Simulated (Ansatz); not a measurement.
# C₂H₃BO₂: shape, modes and thermochemistry

The task is to find a stationary geometry of C₂H₃BO₂, check the end point by its vibrations and derive ideal-gas thermochemistry, and look at its orbitals and charge.

The runs use Ansatz 0.2.0, Gaussian basis; RKS PBE0-D4/def2-TZVP.

Levels to be run: relaxation at PBE-D4/def2-SVP; relaxation at PBE0-D4/def2-TZVP; harmonic vibrations at the same level; a single point in def2-TZVPP for the fields.

## Step 1: Starting geometry

SMILES `B1OC=CO1`, 8 atoms, charge 0, spin multiplicity 1.

Atoms are counted from 1 here; the program's logs count them from 0.

Bond lengths: B1–O2 1.411 Å, B1–O5 1.473 Å, B1–H6 1.255 Å, O2–C3 1.388 Å, C3–C4 1.228 Å, C3–H7 1.132 Å, C4–O5 1.429 Å, C4–H8 1.084 Å. Angles: O2–B1–O5 111.1°, O2–B1–H6 126.2°, O5–B1–H6 122.6°, B1–O2–C3 101.7°, O2–C3–C4 114.8°, O2–C3–H7 120.5°, C4–C3–H7 124.7°, C3–C4–O5 113.4°, C3–C4–H8 127.5°, O5–C4–H8 119.1°, B1–O5–C4 99.0°.

As a file:

```xyz
8
charge 0, multiplicity 1
B    -0.4613    1.2227    0.0923
O     0.9029    0.8791    0.2059
C     0.8616   -0.4982    0.0350
C    -0.2606   -0.9603   -0.1555
O    -1.2881    0.0325   -0.1698
H    -0.9423    2.3801    0.1514
H     1.8101   -1.1130    0.0898
H    -0.5302   -2.0000   -0.3050
```

The start is a force-field geometry with small random shifts, so a cheaper pass at PBE-D4/def2-SVP comes first.

## Step 2: Relaxation at PBE-D4/def2-SVP (cheap first pass)

File in.yaml:

```yaml
crystal:
  periodic: [false, false, false]
  atoms:
    - {symbol: B, position_ang: [-0.461300, 1.222700, 0.092300]}
    - {symbol: O, position_ang: [0.902900, 0.879100, 0.205900]}
    - {symbol: C, position_ang: [0.861600, -0.498200, 0.035000]}
    - {symbol: C, position_ang: [-0.260600, -0.960300, -0.155500]}
    - {symbol: O, position_ang: [-1.288100, 0.032500, -0.169800]}
    - {symbol: H, position_ang: [-0.942300, 2.380100, 0.151400]}
    - {symbol: H, position_ang: [1.810100, -1.113000, 0.089800]}
    - {symbol: H, position_ang: [-0.530200, -2.000000, -0.305000]}
basis:
  gaussian: {orbitals: def2-SVP}
hamiltonian: {xc: pbe, dispersion: d4}
relax: {f_tol: 0.03, max_steps: 200}
```

Command:

```bash
> ansatz run in.yaml --threads 2 --pin off --events-out ev --progress --plain --max-ram 4352MiB
```

The log of the run, shortened:

```text
Functional definition: PBE
  name "PBE"
  cite "Perdew, Burke & Ernzerhof, Phys. Rev. Lett. 77, 3865 (1996) doi:10.1103/PhysRevLett.77.3865"
  parent pbe
[...]
930 factors; their error is unknown
[...]
mean field -6880.76559308 eV, -252.8634715953 hartree, gradient 1.2e-5 eV, S^2 0.000000; 0 other end points of the search recorded, 0 dependent functions left out
[...]
reference -6880.76562301 eV, -252.8634726950 hartree; 18, 18 occupied and 67, 67 virtual orbitals, 930 factors
relax step   1: F+E_penalty+E_count = -6880.90880795 eV  Δ(F+E_penalty+E_count) = +0.000e0 eV  max|allowed force component| = 9.562e0 eV/Å  Δτ_max = 0.0000 Å  (28 SCF iters, accepted)
[...]
relax step   4: F+E_penalty+E_count = -6881.72008467 eV  Δ(F+E_penalty+E_count) = -5.343e-2 eV  max|allowed force component| = 1.449e-1 eV/Å  Δτ_max = 0.0546 Å  (30 SCF iters, accepted)
[...]
relax step   5: F+E_penalty+E_count = -6881.72140237 eV  Δ(F+E_penalty+E_count) = -1.318e-3 eV  max|allowed force component| = 1.929e-2 eV/Å  Δτ_max = 0.0085 Å  (32 SCF iters, accepted)
930 factors; their error is unknown
[...]
mean field -6881.57813979 eV, -252.8933321362 hartree, gradient 1.5e-5 eV, S^2 0.000000; 1 other end points of the search recorded, 0 dependent functions left out
[...]
reference -6881.57817041 eV, -252.8933332614 hartree; 18, 18 occupied and 67, 67 virtual orbitals, 930 factors
Total energy: -6881.72143299 eV, -252.8985980641 hartree
Atom 0 at    -0.469991     1.195791     0.074625 Å, force    -0.001230     0.002055     0.000690 eV/Å
Atom 1 at     0.871437     0.867909     0.203302 Å, force     0.001131    -0.008284    -0.001117 eV/Å
Atom 2 at     0.930021    -0.502969     0.049139 Å, force    -0.000544     0.003150     0.000169 eV/Å
Atom 3 at    -0.316060    -0.987392    -0.163299 Å, force    -0.003859     0.004244     0.000441 eV/Å
Atom 4 at    -1.223024     0.053738    -0.153716 Å, force     0.005845    -0.007369    -0.000595 eV/Å
Atom 5 at    -0.915796     2.309321     0.150220 Å, force    -0.007473     0.019288     0.001238 eV/Å
Atom 6 at     1.907921    -0.991383     0.113518 Å, force     0.008227    -0.004276     0.000561 eV/Å
Atom 7 at    -0.692408    -2.002115    -0.329690 Å, force    -0.002097    -0.008809    -0.001386 eV/Å
Dipole moment:     0.126585    -0.316205    -0.021476 e Å
```

Run time: 7.5 s. Hardware: 2 threads of Arm Neoverse V1, shared host.

The steps of the relaxation:

| step | energy from step 1 (eV) | largest force component (eV/Å) |
| --- | --- | --- |
| 1 | 0.0000 | 9.5624 |
| 2 | -0.6880 | 2.1876 |
| 3 | -0.7578 | 0.9621 |
| 4 | -0.8113 | 0.1449 |
| 5 | -0.8126 | 0.0193 |

Close pairs (by a distance rule), those that changed most:

| bond | before (Å) | after (Å) | change (Å) |
| --- | --- | --- | --- |
| C3–C4 | 1.228 | 1.354 | +0.125 |
| B1–O5 | 1.473 | 1.387 | -0.086 |
| B1–H6 | 1.255 | 1.202 | -0.053 |
| C4–O5 | 1.429 | 1.381 | -0.048 |
| C3–H7 | 1.132 | 1.095 | -0.037 |
| B1–O2 | 1.411 | 1.387 | -0.024 |
| C4–H8 | 1.084 | 1.095 | +0.011 |
| O2–C3 | 1.388 | 1.381 | -0.008 |

## Step 3: Geometry optimisation, PBE0-D4/def2-TZVP

File in.yaml:

```yaml
crystal:
  periodic: [false, false, false]
  atoms:
    - {symbol: B, position_ang: [-0.469991, 1.195791, 0.074625]}
    - {symbol: O, position_ang: [0.871437, 0.867909, 0.203302]}
    - {symbol: C, position_ang: [0.930021, -0.502969, 0.049139]}
    - {symbol: C, position_ang: [-0.316060, -0.987392, -0.163299]}
    - {symbol: O, position_ang: [-1.223024, 0.053738, -0.153716]}
    - {symbol: H, position_ang: [-0.915796, 2.309321, 0.150220]}
    - {symbol: H, position_ang: [1.907921, -0.991383, 0.113518]}
    - {symbol: H, position_ang: [-0.692408, -2.002115, -0.329690]}
basis:
  gaussian: {orbitals: def2-TZVP}
hamiltonian: {xc: pbe0, dispersion: d4}
relax: {f_tol: 0.005, max_steps: 150}
```

Same command.

The log of the run, shortened:

```text
Functional definition: PBE0
  name "PBE0"
  cite "Adamo & Barone, J. Chem. Phys. 110, 6158 (1999) doi:10.1063/1.478522"
  cite "Perdew, Burke & Ernzerhof, Phys. Rev. Lett. 77, 3865 (1996) doi:10.1103/PhysRevLett.77.3865"
  parent pbe
[...]
963 factors; their error is unknown
[...]
mean field -6889.53468467 eV, -253.1857297674 hartree, gradient 9.1e-6 eV, S^2 0.000000; 0 other end points of the search recorded, 0 dependent functions left out
[...]
reference -6889.53471339 eV, -253.1857308227 hartree; 18, 18 occupied and 155, 155 virtual orbitals, 963 factors
relax step   1: F+E_penalty+E_count = -6889.65263794 eV  Δ(F+E_penalty+E_count) = +0.000e0 eV  max|allowed force component| = 7.007e-1 eV/Å  Δτ_max = 0.0000 Å  (29 SCF iters, accepted)
[...]
reference -6889.57589371 eV, -253.1872441717 hartree; 18, 18 occupied and 155, 155 virtual orbitals, 963 factors
Total energy: -6889.69423024 eV, -253.1915929589 hartree
Atom 0 at    -0.466368     1.186683     0.074028 Å, force     0.000838    -0.001877    -0.000094 eV/Å
Atom 1 at     0.863411     0.861108     0.201475 Å, force    -0.000841     0.003063     0.000216 eV/Å
Atom 2 at     0.917285    -0.501276     0.047737 Å, force     0.001406    -0.001523     0.000085 eV/Å
Atom 3 at    -0.308007    -0.977577    -0.161115 Å, force     0.000072    -0.002049    -0.000296 eV/Å
Atom 4 at    -1.212480     0.054158    -0.152378 Å, force    -0.001549     0.002899     0.000197 eV/Å
Atom 5 at    -0.905339     2.283369     0.148474 Å, force     0.000516    -0.001511    -0.000139 eV/Å
Atom 6 at     1.876710    -0.986193     0.110252 Å, force     0.000161     0.000662     0.000082 eV/Å
Atom 7 at    -0.673113    -1.977372    -0.324374 Å, force    -0.000603     0.000336    -0.000051 eV/Å
Dipole moment:     0.117644    -0.293899    -0.019943 e Å
```

Run time: 20 s. Hardware: 2 threads of Arm Neoverse V1, shared host.

Along the way:

| step | energy from step 1 (eV) | largest force component (eV/Å) |
| --- | --- | --- |
| 1 | 0.0000 | 0.7007 |
| 2 | -0.0382 | 0.1992 |
| 3 | -0.0415 | 0.0356 |
| 4 | -0.0416 | 0.0098 |
| 5 | -0.0416 | 0.0031 |

Distances of close pairs at the start and the end, largest changes first:

| bond | before (Å) | after (Å) | change (Å) |
| --- | --- | --- | --- |
| C3–C4 | 1.354 | 1.331 | -0.023 |
| B1–H6 | 1.202 | 1.184 | -0.018 |
| C4–H8 | 1.095 | 1.077 | -0.018 |
| C3–H7 | 1.095 | 1.077 | -0.018 |
| B1–O2 | 1.387 | 1.375 | -0.012 |
| B1–O5 | 1.387 | 1.375 | -0.012 |
| C4–O5 | 1.381 | 1.372 | -0.009 |
| O2–C3 | 1.381 | 1.372 | -0.009 |

Mulliken charges of the relaxed molecule (report file):

| atom | value (e) |
| --- | --- |
| B1 | 0.27 |
| O2 | -0.26 |
| C3 | -0.03 |
| C4 | -0.03 |
| O5 | -0.26 |
| H6 | 0.03 |
| H7 | 0.15 |
| H8 | 0.15 |

## Step 4: Vibrations by finite differences

File in.yaml:

```yaml
crystal:
  periodic: [false, false, false]
  atoms:
    - {symbol: B, position_ang: [-0.466368, 1.186683, 0.074028]}
    - {symbol: O, position_ang: [0.863411, 0.861108, 0.201475]}
    - {symbol: C, position_ang: [0.917285, -0.501276, 0.047737]}
    - {symbol: C, position_ang: [-0.308007, -0.977577, -0.161115]}
    - {symbol: O, position_ang: [-1.212480, 0.054158, -0.152378]}
    - {symbol: H, position_ang: [-0.905339, 2.283369, 0.148474]}
    - {symbol: H, position_ang: [1.876710, -0.986193, 0.110252]}
    - {symbol: H, position_ang: [-0.673113, -1.977372, -0.324374]}
basis:
  gaussian: {orbitals: def2-TZVP}
hamiltonian: {xc: pbe0, dispersion: d4}
phonons: {temperatures: {t_min: 298.15, t_max: 900, t_step: 200}}
```

Same command.

The log of the run, shortened:

```text
Functional definition: PBE0
  name "PBE0"
  cite "Adamo & Barone, J. Chem. Phys. 110, 6158 (1999) doi:10.1063/1.478522"
  cite "Perdew, Burke & Ernzerhof, Phys. Rev. Lett. 77, 3865 (1996) doi:10.1103/PhysRevLett.77.3865"
  parent pbe
[...]
963 factors; their error is unknown
[...]
mean field -6889.57586511 eV, -253.1872431206 hartree, gradient 1.1e-5 eV, S^2 0.000000; 0 other end points of the search recorded, 0 dependent functions left out
[...]
reference -6889.57589371 eV, -253.1872441716 hartree; 18, 18 occupied and 155, 155 virtual orbitals, 963 factors
[...]
963 factors; their error is unknown
mean field -6889.57571718 eV, -253.1872376843 hartree, gradient 2.5e-6 eV, S^2 0.000000; 0 other end points of the search recorded, 0 dependent functions left out
[...]
reference -6889.57574577 eV, -253.1872387351 hartree; 18, 18 occupied and 155, 155 virtual orbitals, 963 factors
[...]
Atom 0 at    -0.466368     1.186683     0.074028 Å, force     0.000842    -0.001900    -0.000093 eV/Å
Atom 1 at     0.863411     0.861108     0.201475 Å, force    -0.000836     0.003053     0.000219 eV/Å
Atom 2 at     0.917285    -0.501276     0.047737 Å, force     0.001378    -0.001529     0.000070 eV/Å
Atom 3 at    -0.308007    -0.977577    -0.161115 Å, force     0.000118    -0.002017    -0.000277 eV/Å
Atom 4 at    -1.212480     0.054158    -0.152378 Å, force    -0.001574     0.002914     0.000191 eV/Å
Atom 5 at    -0.905339     2.283369     0.148474 Å, force     0.000510    -0.001507    -0.000141 eV/Å
Atom 6 at     1.876710    -0.986193     0.110252 Å, force     0.000172     0.000659     0.000085 eV/Å
Atom 7 at    -0.673113    -1.977372    -0.324374 Å, force    -0.000610     0.000325    -0.000054 eV/Å
Dipole moment:     0.117643    -0.293899    -0.019943 e Å
Vibrations: 492.71 597.47 770.23 777.46 850.08 866.34 876.26 966.62 1113.32 1117.21 1122.62 1206.44 1238.84 1400.11 1658.08 2746.82 3285.59 3310.93 cm⁻¹, zero-point energy 1.512430 eV
```

Wall time 1.9 min (2 threads of Arm Neoverse V1, shared host).

Motions are named by where the mode's potential energy lies. The modes, unscaled (a negative number is an imaginary wavenumber):

| mode | cm⁻¹ | motion |
| --- | --- | --- |
| 1 | 493 | torsion |
| 2 | 597 | torsion |
| 3 | 770 | torsion |
| 4 | 777 | bend |
| 5 | 850 | torsion |
| 6 | 866 | torsion with out-of-plane bend |
| 7 | 876 | bend |
| 8 | 967 | bend |
| 9 | 1113 | C–O stretch with bend |
| 10 | 1117 | C–O and B–O stretch |
| 11 | 1123 | bend |
| 12 | 1206 | bend with B–O stretch |
| 13 | 1239 | bend with B–O stretch |
| 14 | 1400 | bend |
| 15 | 1658 | C–C stretch with bend |
| 16 | 2747 | B–H stretch |
| 17 | 3286 | C–H stretch |
| 18 | 3311 | C–H stretch |

From these modes and the moments of inertia (298.15 K, 1 bar, symmetry number 2):

| term | value |
| --- | --- |
| zero-point energy | 34.9 kcal/mol |
| H(298) − E | 37.8 kcal/mol |
| entropy, translation | 161.8 J/(mol K) |
| entropy, rotation | 95.1 J/(mol K) |
| entropy, vibration | 10.3 J/(mol K) |
| entropy, total | 267.2 J/(mol K) |

## Step 5: A single point for the fields

in.yaml: that of step 4 with these lines changed.

```diff
@@ -12,4 +12,4 @@
 basis:
-  gaussian: {orbitals: def2-TZVP}
+  gaussian: {orbitals: def2-TZVPP}
 hamiltonian: {xc: pbe0, dispersion: d4}
-phonons: {temperatures: {t_min: 298.15, t_max: 900, t_step: 200}}
+output: {orbitals: {seedname: orbitals}}
```

Same command.

The log of the run:

```text
Functional definition: PBE0
  name "PBE0"
  cite "Adamo & Barone, J. Chem. Phys. 110, 6158 (1999) doi:10.1063/1.478522"
  cite "Perdew, Burke & Ernzerhof, Phys. Rev. Lett. 77, 3865 (1996) doi:10.1103/PhysRevLett.77.3865"
  parent pbe
  parameter a = 0.25
  parameter kappa = 0.804
  parameter beta = 0.06672455060314922
  exchange = (1 - a)*pbe_x(kappa = kappa, mu = beta*pi^2/3) + a*exact_x
  correlation = pbe_c(beta = beta)
1008 factors; their error is unknown
mean field evaluation 1: about -6884.6828 eV, gradient 5.1e1 eV
mean field evaluation 2: about -6881.8889 eV, gradient 6.6e1 eV
mean field evaluation 4: about -6889.5677 eV, gradient 3.0e0 eV
mean field evaluation 8: about -6889.5925 eV, gradient 2.7e-2 eV
mean field evaluation 16: about -6889.6030 eV, gradient 1.7e-5 eV
mean field -6889.60302750 eV, -253.1882413200 hartree, gradient 1.7e-5 eV, S^2 0.000000; 0 other end points of the search recorded, 0 dependent functions left out
reference -6889.60305600 eV, -253.1882423673 hartree; 18, 18 occupied and 179, 179 virtual orbitals, 1008 factors
Total energy: -6889.72139253 eV, -253.1925911546 hartree
```

It took 3 s on 2 threads of Arm Neoverse V1, shared host.

The fields below are evaluated on a grid from the run's orbitals.

Frontier orbitals at PBE0-D4/def2-TZVPP, with the share of their density that lies nearest to each atom:

| orbital | energy (eV) | lies on |
| --- | --- | --- |
| HOMO | -7.12 | C3, C4 about 31 % each; O2, O5 about 10 % each; B1 9 % |
| LUMO | 0.48 | B1 44 %; H6 24 %; O2, O5 about 14 % each |

ELF in a plane through or near 8 of the atoms.

Ten even steps from ' ' (0.00) to '@' (1.00):
```
                                                        
                                                        
                                                        
              ..====::      ::==--..                    
            ..++%%%%**..  ..==****--                    
            ++@@@@@@@@--..--##%%%%++..                  
            ##@@@@@@@@##--**####%%**      ::::          
            ==##@@@@@@----%%++..**++..::##@@%%++        
              ..==++==**::****##%%--==%%@@@@@@@@==      
                  ::**%%##::..--::##++@@@@@@@@@@##      
                  ::**%%##--..--::##++@@@@@@@@@@**      
              ::==++==********##%%====%%@@@@@@@@==      
            ==%%@@@@@@----%%++::**++..::##@@%%==        
            ##@@@@@@@@##--**##%%%%**..    ..::          
            ++@@@@@@@@==..--##%%%%++..                  
            ..++%%%%**    ..==****--                    
              ..==++::      ::==--..                    
                                                        
                                                        
                                                        
```
The map spans 10.1 Å across and 8.0 Å up, centred on the molecule. Atoms in the plane (x, y in Å): B1 (1.3, 0.0), O2 (0.5, 1.1), C3 (-0.8, 0.7), C4 (-0.8, -0.7), O5 (0.5, -1.1), H6 (2.5, 0.0), H7 (-1.6, 1.4), H8 (-1.6, -1.4).

On the surface of density 0.002 e/bohr³ the electrostatic potential runs, from the 1st to the 99th percentile, from -0.99 V near O5 to 1.40 V near H8.

## Step 6: Summary of results

```
                  quantity            value
               point group              C2v
                     steps            5 + 5
shift from the start (rms)          0.093 Å
              total energy    -6889.6942 eV
           dispersion term         -118 meV
             dipole moment           1.52 D
lowest, highest wavenumber   493, 3311 cm⁻¹
         zero-point energy    34.9 kcal/mol
       entropy at 298.15 K  267.2 J/(mol K)
                HOMO, LUMO   -7.12, 0.48 eV
```

The atoms moved 0.09 Å (rms) from the start; the bond that changed most is C3–C4, from 1.228 to 1.331 Å. All wavenumbers are real, so the end point is a minimum. The stiffest mode, 3311 cm⁻¹, is a C–H stretch. Harmonic hybrid wavenumbers usually lie a few per cent above measured fundamentals. The largest Mulliken charge, +0.27 e, sits on B1. The HOMO lies mostly on C3, C4 about 31 % each; O2, O5 about 10 % each and the LUMO on B1 44 %; H6 24 %.
